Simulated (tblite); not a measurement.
# C4H12NPSi: the cost of one run

Programs: tblite 0.8.0 and PySCF 2.14.0, with density-fitted response routines of our own. Each step states its level of theory. These are calculated values for one molecule in the gas phase, unless marked as measured. Atoms are numbered from 0 throughout.

## (1) The molecule as given

19 atoms, charge 0, multiplicity 1; geometry from: force field or distance geometry start.

Bonds of the start (Å): C0–N1 1.41, N1–Si2 1.77, Si2–P3 2.21, N1–C4 1.42, C4–C5 1.54, C5–C6 1.51, C6–C4 1.50, C0–H7 1.12, C0–H8 1.12, C0–H9 1.10, Si2–H10 1.49, Si2–H11 1.48, P3–H12 1.47, P3–H13 1.44, C4–H14 1.11, C5–H15 1.10, C5–H16 1.10, C6–H17 1.11, C6–H18 1.10.

## (2) Relaxing the molecule with GFN2-xTB

What the job is given:

```
{"job": {"kind": "relax", "xc": "GFN2-xTB", "basis": "xTB"}, "charge": 0, "multiplicity": 1}
C      0.108500     0.940500    -1.207800
N      0.187300     0.289900     0.035200
Si     1.434600    -0.950800     0.210200
P      3.373800     0.103000     0.369300
C     -1.014600     0.074300     0.768400
C     -2.029900    -0.775500    -0.012600
C     -2.332400     0.658300     0.357500
H      0.207200     2.046500    -1.071600
H     -0.852000     0.768200    -1.748500
H      0.947900     0.648000    -1.849700
H      1.471800    -1.924600    -0.914500
H      1.212000    -1.654900     1.489800
H      4.382300    -0.906200     0.028400
H      3.435100     1.214700    -0.541300
H     -0.895200    -0.083500     1.855600
H     -2.422200    -1.605700     0.589600
H     -1.727500    -1.005300    -1.044800
H     -3.140800     0.737000     1.118500
H     -2.355600     1.435400    -0.423800
```

Launch:

```console
> OMP_NUM_THREADS=1 python probes_run.py task.json out
```

The driver reads the jobs from task.json and runs them one after another.

**Question.** How long does this first job take on 1 thread of Arm Neoverse N1, shared host?

About 2 s.
